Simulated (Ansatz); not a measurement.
I need a single point in a Gaussian basis of GeH7NSi, SMILES [NH2][GeH2][SiH3]. Use the Python package of Ansatz (0.2.0). Level of theory: r2SCAN, 6-31G* basis, multiplicity 1.

Contents of `geh7nsi.xyz`:
```text
10

N    -1.67110    0.53020   -0.53980
Ge    0.10770    0.77250   -0.26600
Si    0.88860   -1.08230    0.83330
H    -1.95420    1.41440   -1.11090
H    -1.83520   -0.26780   -1.18440
H     0.36510    2.05750    0.59050
H     0.86210    0.91890   -1.62440
H     0.71310   -2.26690    0.02770
H     0.23830   -1.19980    2.18250
H     2.36870   -0.92790    1.09450
```

`geh7nsi.py`:
```python
"""Single point of GeH7NSi in a Gaussian basis."""

import ansatz as az
import numpy as np
import pandas as pd


def main() -> None:
    molecule = az.Crystal.molecule_from_extxyz("geh7nsi.xyz")

    job = (
        molecule.calculation()
        .basis(gaussian="6-31G*")  # the orbital basis, by name
        .functional("r2scan")
        .forces()  # minus the gradient of the free energy
    )
    r = job.session().plan(threads=1).execute().report

    print("reference energy %16.6f eV" % r["reference_energy_ev"])
    print("total energy     %16.6f eV" % r["free_energy_ev"])
    print("occupied orbitals outside the frozen core (up, down):", r["n_occupied"], " frozen:", r["n_frozen"], " virtual:", r["n_virtual"])

    state = r["mean_field"]["state"]
    print(f"mean field: {state['energy']['hartree']:.7f} Ha, <S^2> = {abs(state['spin_squared']):.4f}, stability: {state.get('stability', {}).get('kind')}")

    symbols = [site.symbol for site in molecule.cartesian_sites]
    print("forces (eV/A)")
    for symbol, f in zip(symbols, r["forces_ev_ang"]):
        print(f"  {symbol:2s} {f[0]:9.4f} {f[1]:9.4f} {f[2]:9.4f}")

    charges = r["charge_distribution"]
    table = pd.DataFrame({"atom": symbols, "mulliken": charges["mulliken_charges_e"], "lowdin": charges["lowdin_charges_e"]})
    print(table.round(3).to_string())
    print("dipole (e A):", np.round(charges["dipole_moment_e_ang"], 4) + 0.0)


if __name__ == "__main__":
    main()
```

```console
$ python geh7nsi.py
reference energy    -65989.228366 eV
total energy        -65989.228366 eV
occupied orbitals outside the frozen core (up, down): [30, 30]  frozen: 0  virtual: [53, 53]
mean field: -2425.0594134 Ha, <S^2> = 0.0000, stability: minimum
forces (eV/A)
  N    -1.7808    1.6801   -1.7963
  Ge    1.1492    0.6900   -0.1966
  Si    0.9406    0.1937    1.3336
  H     0.1709   -1.9749    1.1686
  H     0.1474    0.5703    0.4485
  H    -0.2325   -0.2457   -0.2817
  H     0.1050    0.1357    0.0864
  H    -0.2212   -0.8503   -0.4233
  H     0.0060   -0.1424   -0.2519
  H    -0.2847   -0.0565   -0.0872
  atom  mulliken  lowdin
0    N    -0.814  -0.418
1   Ge     0.111  -0.185
2   Si     0.171   0.195
3    H     0.324   0.249
4    H     0.340   0.246
5    H     0.020   0.016
6    H    -0.001  -0.005
7    H    -0.045  -0.030
8    H    -0.047  -0.030
9    H    -0.060  -0.038
dipole (e A): [-0.0419  0.0302 -0.3154]
```

Reading the output:
- Total energies depend on the basis set; only differences at equal settings carry meaning.
- The geometry is a force-field or estimated start, not a minimum of this method, and the basis set is short of its limit.
- The Löwdin charges here are taken after orthogonalising the functions within each atom; they differ from plain Löwdin charges, and their signs can be unphysical.
- The whole script took 6.6 s on 1 thread of Arm Neoverse V1, on a shared host, peak memory 0.25 GiB.
